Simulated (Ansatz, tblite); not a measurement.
# V(NH2)3 (VN₃H₆): charged states by level of theory, part 2 of 2

Aim: the energy of removing and adding an electron for V(NH2)3 (VN₃H₆), by energy differences, and how well orbital energies stand in for it.

Ansatz 0.2.0, Gaussian basis; as each input shows.

## 8. Charge +1 doublet, PBE0-D4/def2-TZVP

File in.yaml:

```yaml
crystal:
  periodic: [false, false, false]
  atoms:
    - {symbol: V, position_ang: [-0.114152, 0.000933, 0.610264]}
    - {symbol: N, position_ang: [1.649832, -0.005862, 0.337346]}
    - {symbol: H, position_ang: [2.134576, -0.008680, -0.572391]}
    - {symbol: H, position_ang: [2.334764, -0.007440, 1.113601]}
    - {symbol: N, position_ang: [-0.823465, 1.511084, -0.066102]}
    - {symbol: H, position_ang: [-0.320861, 2.323396, -0.451984]}
    - {symbol: H, position_ang: [-1.837755, 1.617405, -0.231109]}
    - {symbol: N, position_ang: [-0.834759, -1.505031, -0.063479]}
    - {symbol: H, position_ang: [-0.338320, -2.321740, -0.448060]}
    - {symbol: H, position_ang: [-1.849861, -1.604066, -0.228085]}
basis:
  gaussian: {orbitals: def2-TZVP, initial_orbitals: start.molden}
total_charge: 1
magnetization: {spin_polarized: true, initial_magnetization: 1}
hamiltonian: {xc: pbe0, dispersion: d4}
scf: {omitted_lower_state_checks: [starts]}
output: {orbitals: {seedname: orbitals}}
```

Launch:

```console
$ ansatz run in.yaml --threads 4 --pin off --events-out ev --progress --plain --max-ram 8704MiB
```

The log of the run:

```text
Functional definition: PBE0
  name "PBE0"
  cite "Adamo & Barone, J. Chem. Phys. 110, 6158 (1999) doi:10.1063/1.478522"
  cite "Perdew, Burke & Ernzerhof, Phys. Rev. Lett. 77, 3865 (1996) doi:10.1103/PhysRevLett.77.3865"
  parent pbe
  parameter a = 0.25
  parameter kappa = 0.804
  parameter beta = 0.06672455060314922
  exchange = (1 - a)*pbe_x(kappa = kappa, mu = beta*pi^2/3) + a*exact_x
  correlation = pbe_c(beta = beta)
these checks for a lower state are left out or cut short: starts
1236 factors; their error is unknown
mean field evaluation 1: about -30238.0726 eV, gradient 8.6e1 eV
mean field evaluation 2: about -30240.8556 eV, gradient 3.4e0 eV
mean field evaluation 4: about -30241.0475 eV, gradient 2.6e-1 eV
mean field evaluation 8: about -30241.0482 eV, gradient 5.6e-5 eV
mean field -30241.04824485 eV, -1111.3380248794 hartree, gradient 5.6e-5 eV, S^2 0.805000; 0 other end points of the search recorded, 0 dependent functions left out
reference -30241.04827476 eV, -1111.3380259786 hartree; 25, 24 occupied and 149, 150 virtual orbitals, 1236 factors
Total energy: -30241.18774744 eV, -1111.3431515051 hartree
Checks for a lower state left out: starts
```

Wall time 2.4 s (4 threads of Intel Xeon 6975P-C, shared host).

Report: HOMO -12.67 eV, LUMO -7.83 eV (over both spins); ⟨S²⟩ 0.805 (pure: 0.75).

## 9. Charge +1 doublet, PBE-D4/def2-TZVP

Edit in.yaml of step 8 so:

```diff
@@ -17,3 +17,3 @@
 magnetization: {spin_polarized: true, initial_magnetization: 1}
-hamiltonian: {xc: pbe0, dispersion: d4}
+hamiltonian: {xc: pbe, dispersion: d4}
 scf: {omitted_lower_state_checks: [starts]}
```

Launched as before.

The log of the run:

```text
Functional definition: PBE
  name "PBE"
  cite "Perdew, Burke & Ernzerhof, Phys. Rev. Lett. 77, 3865 (1996) doi:10.1103/PhysRevLett.77.3865"
  parent pbe
  parameter kappa = 0.804
  parameter beta = 0.06672455060314922
  exchange = pbe_x(kappa = kappa, mu = beta*pi^2/3)
  correlation = pbe_c(beta = beta)
these checks for a lower state are left out or cut short: starts
1163 factors; their error is unknown
mean field evaluation 1: about -30241.1965 eV, gradient 7.6e0 eV
mean field evaluation 2: about -30241.3978 eV, gradient 3.0e-1 eV
mean field evaluation 4: about -30241.3823 eV, gradient 1.2e-2 eV
mean field -30241.38228780 eV, -1111.3503007315 hartree, gradient 5.7e-5 eV, S^2 0.771613; 0 other end points of the search recorded, 0 dependent functions left out
reference -30241.38233065 eV, -1111.3503023063 hartree; 25, 24 occupied and 149, 150 virtual orbitals, 1163 factors
Total energy: -30241.54751548 eV, -1111.3563727369 hartree
Checks for a lower state left out: starts
```

Wall time 1.4 s (4 threads of Intel Xeon 6975P-C, shared host).

HOMO -10.15 eV, LUMO -8.78 eV (over both spins); ⟨S²⟩ 0.772 (pure: 0.75).

## 10. Adiabatic ionisation energy

Charged state less starting state, triplet to doublet; the starting state's energies are those of its earlier runs.

```csv
level,adiabatic ionisation energy (eV),time
PBE-D4/def2-TZVP,+6.30,2.9 s
PBE0-D4/def2-TZVP,+6.81,5.2 s
```

Times add the two runs; a level without a time comes out of a correlated run.

## 11. Charge -1 quartet at the fixed geometry, PBE0-D4/def2-TZVPD

File in.yaml:

```yaml
crystal:
  periodic: [false, false, false]
  atoms:
    - {symbol: V, position_ang: [-0.115841, 0.000884, 0.352881]}
    - {symbol: N, position_ang: [1.725875, -0.008711, 0.160514]}
    - {symbol: H, position_ang: [2.278112, -0.009378, -0.706288]}
    - {symbol: H, position_ang: [2.368409, -0.006058, 0.965066]}
    - {symbol: N, position_ang: [-0.920652, 1.642172, 0.009987]}
    - {symbol: H, position_ang: [-0.449759, 2.538360, 0.187011]}
    - {symbol: H, position_ang: [-1.735000, 1.817990, -0.589813]}
    - {symbol: N, position_ang: [-0.931664, -1.635331, 0.012667]}
    - {symbol: H, position_ang: [-0.465567, -2.534706, 0.185967]}
    - {symbol: H, position_ang: [-1.753913, -1.805222, -0.577993]}
basis:
  gaussian: {orbitals: def2-TZVPD}
total_charge: -1
magnetization: {spin_polarized: true, initial_magnetization: 3}
hamiltonian: {xc: pbe0, dispersion: d4}
scf: {omitted_lower_state_checks: [starts]}
output: {orbitals: {seedname: orbitals}}
```

The command is unchanged.

The log of the run, shortened:

```text
Functional definition: PBE0
  name "PBE0"
  cite "Adamo & Barone, J. Chem. Phys. 110, 6158 (1999) doi:10.1063/1.478522"
  cite "Perdew, Burke & Ernzerhof, Phys. Rev. Lett. 77, 3865 (1996) doi:10.1103/PhysRevLett.77.3865"
  parent pbe
[...]
1350 factors; their error is unknown
[...]
mean field -30247.50967277 eV, -1111.5754779760 hartree, gradient 1.2e-5 eV, S^2 3.762068; 0 other end points of the search recorded, 0 dependent functions left out
reference -30247.50973334 eV, -1111.5754802017 hartree; 27, 24 occupied and 186, 189 virtual orbitals, 1350 factors
Total energy: -30247.68119476 eV, -1111.5817812929 hartree
Checks for a lower state left out: starts
```

It took 8.5 s on 4 threads of Intel Xeon 6975P-C, shared host; peak memory 1 GiB.

HOMO 1.52 eV, LUMO 3.52 eV (over both spins); ⟨S²⟩ 3.762 (pure: 3.75). Doubts: highest occupied level lies above zero.

## 12. Charge -1 quartet at the fixed geometry, PBE-D4/def2-TZVPD

Edit in.yaml of step 11 so:

```diff
@@ -14,6 +14,6 @@
 basis:
-  gaussian: {orbitals: def2-TZVPD}
+  gaussian: {orbitals: def2-TZVPD, initial_orbitals: start.molden}
 total_charge: -1
 magnetization: {spin_polarized: true, initial_magnetization: 3}
-hamiltonian: {xc: pbe0, dispersion: d4}
+hamiltonian: {xc: pbe, dispersion: d4}
 scf: {omitted_lower_state_checks: [starts]}
```

Same command.

The log of the run:

```text
Functional definition: PBE
  name "PBE"
  cite "Perdew, Burke & Ernzerhof, Phys. Rev. Lett. 77, 3865 (1996) doi:10.1103/PhysRevLett.77.3865"
  parent pbe
  parameter kappa = 0.804
  parameter beta = 0.06672455060314922
  exchange = pbe_x(kappa = kappa, mu = beta*pi^2/3)
  correlation = pbe_c(beta = beta)
these checks for a lower state are left out or cut short: starts
1296 factors; their error is unknown
mean field evaluation 1: about -30247.0012 eV, gradient 7.3e0 eV
mean field evaluation 2: about -30247.2400 eV, gradient 3.9e-1 eV
mean field evaluation 4: about -30247.2771 eV, gradient 9.8e-1 eV
mean field evaluation 8: about -30247.2879 eV, gradient 5.8e-3 eV
mean field evaluation 16: about -30247.2879 eV, gradient 2.2e-5 eV
mean field -30247.28785739 eV, -1111.5673264111 hartree, gradient 4.5e-6 eV, S^2 3.769805; 0 other end points of the search recorded, 0 dependent functions left out
reference -30247.28791664 eV, -1111.5673285885 hartree; 27, 24 occupied and 186, 189 virtual orbitals, 1296 factors
Total energy: -30247.48940287 eV, -1111.5747330707 hartree
Checks for a lower state left out: starts
```

It took 7.5 s on 4 threads of Intel Xeon 6975P-C, shared host; peak memory 0.61 GiB.

From the report: HOMO 2.49 eV, LUMO 2.52 eV (over both spins); ⟨S²⟩ 3.770 (pure: 3.75). Doubts: highest occupied level lies above zero.

## 13. Charge -1 quartet at the fixed geometry, r2SCAN-D4/def2-TZVPD

Edit in.yaml of step 12 so:

```diff
@@ -17,3 +17,3 @@
 magnetization: {spin_polarized: true, initial_magnetization: 3}
-hamiltonian: {xc: pbe, dispersion: d4}
+hamiltonian: {xc: r2scan, dispersion: d4}
 scf: {omitted_lower_state_checks: [starts]}
```

The command is unchanged.

The log of the run, shortened:

```text
Functional definition: r2SCAN
  name "r2SCAN"
  cite "Furness, Kaplan, Ning, Perdew & Sun, J. Phys. Chem. Lett. 11, 8208 (2020) doi:10.1021/acs.jpclett.0c02405"
  cite "Furness, Kaplan, Ning, Perdew & Sun, J. Phys. Chem. Lett. 11, 9248 (2020) doi:10.1021/acs.jpclett.0c03077"
  parent r2scan
[...]
1296 factors; their error is unknown
[...]
mean field -30255.39189795 eV, -1111.8651444084 hartree, gradient 7.3e-6 eV, S^2 3.767120; 0 other end points of the search recorded, 0 dependent functions left out
reference -30255.39194989 eV, -1111.8651463174 hartree; 27, 24 occupied and 186, 189 virtual orbitals, 1296 factors
Total energy: -30255.44320931 eV, -1111.8670300660 hartree
Checks for a lower state left out: starts
```

Wall time 11 s (4 threads of Intel Xeon 6975P-C, shared host); peak memory 0.7 GiB.

Report: HOMO 2.82 eV, LUMO 3.34 eV (over both spins); ⟨S²⟩ 3.767 (pure: 3.75). Doubts: highest occupied level lies above zero.

## 14. Vertical electron affinity

Starting state less charged state (positive: the electron is bound), triplet to quartet; the starting state's energies are those of its earlier runs.

```csv
level,vertical electron affinity (eV),time
PBE-D4/def2-TZVPD,-0.49,9.3 s
r2SCAN-D4/def2-TZVPD,-0.54,15 s
PBE0-D4/def2-TZVPD,-0.41,12 s
```

Times add the two runs; a level without a time comes out of a correlated run.

Beside −ε(LUMO) of the starting state (over both spins):

```csv
level,−ε(LUMO) (eV),by difference (eV),mismatch (eV)
PBE-D4/def2-TZVPD,2.23,-0.49,+2.71
r2SCAN-D4/def2-TZVPD,2.03,-0.54,+2.57
PBE0-D4/def2-TZVPD,0.97,-0.41,+1.38
```

## 15. Outcome

This closing draws on all 2 parts.

| quantity | value |
| --- | --- |
| vertical ionisation energy, functionals in def2-TZVP | 6.77 (PBE-D4) to 7.25 eV (PBE0-D4) |
| adiabatic ionisation energy, functionals in def2-TZVP | 6.30 (PBE-D4) to 6.81 eV (PBE0-D4) |
| vertical electron affinity, functionals in def2-TZVPD | -0.54 (r2SCAN-D4) to -0.41 eV (PBE0-D4) |
| relaxation of the cation side, PBE-D4/def2-TZVP | 0.46 eV |

In words: The vertical ionisation energy spans 6.77 to 7.25 eV over the functionals. −ε(HOMO) misses the level's own difference by -1.66 eV at best (PBE0-D4) and -3.28 eV at worst (PBE-D4). The adiabatic ionisation energy spans 6.30 to 6.81 eV over the functionals. The vertical electron affinity spans -0.54 to -0.41 eV over the functionals. A negative affinity means an unbound electron, held by the basis alone. −ε(LUMO) misses the level's own difference by +1.38 eV at best (PBE0-D4) and +2.71 eV at worst (PBE-D4). Relaxing the oxidised state gains 0.46 eV at PBE-D4/def2-TZVP. The charged states' spins were chosen beforehand and needn't be their lowest.
